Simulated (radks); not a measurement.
# Dipole-allowed lines with 48 electrons: Ce¹⁰⁺, Pr¹¹⁺, Nd¹²⁺

The task here is to estimate one member of a computed series from the others.

Method: scalar-relativistic Kohn-Sham, LB94 model potential, spin-unpolarised, spherical densities, finite nucleus. Code: radks (a radial shooting solver on a logarithmic mesh, Libxc functionals) version 1.

## Starting point

```
species : Ce¹⁰⁺ ([Kr] 4d10 5s2), Pr¹¹⁺ ([Kr] 4d10 5s2), Nd¹²⁺ ([Kr] 4d10 5s2)
```

LB94 adds a gradient term to the LDA potential that gives it a −1/r tail. It is a model potential with no energy functional, so Etot and Exc are not given.

Set-up of the first run:

Input:

```text
Z 58
configuration [Kr] 4d10 5s2 5p0 6s0 4f0 5d0
relativity scalar-relativistic
functional lda,pw
model_potential LB94
spin unpolarised
nucleus finite rms 4.8771 fm
c 137.035999084
response adiabatic LDA kernel, real frequencies
```

Launch:

```
> python run_ks.py task.json out
```

This one command runs every case of the session in turn.

Among the steps run: Ce¹⁰⁺, [Kr] 4d10 5s2.

One of the session's tables, all rows but one given; the rest of the session is left out.

It belongs to the step «Ce¹⁰⁺, [Kr] 4d10 5s2». From the orbitals of this run (lengths in bohr):

```
level     <r>  outermost maximum (interpolated)  90 % within  nodes
   4s  0.6332                             0.591        0.909      3
   4p       ?                                 ?            ?      ?
   4d  0.7249                             0.647         1.08      1
   5s   1.318                              1.27         1.85      4
   4f  0.8428                             0.662         1.34      0
   5p   1.425                              1.37         2.01      3
   5d   1.631                              1.57         2.32      2
   6s   2.298                              2.34         3.17      5
```

Q: Estimate the row for 4p from the others.

The run gave: <r>: 0.6681; outermost maximum (interpolated): 0.616; 90 % within: 0.969; nodes: 2. In the column «<r>» it lies between 4s (0.6332) and 4d (0.7249).
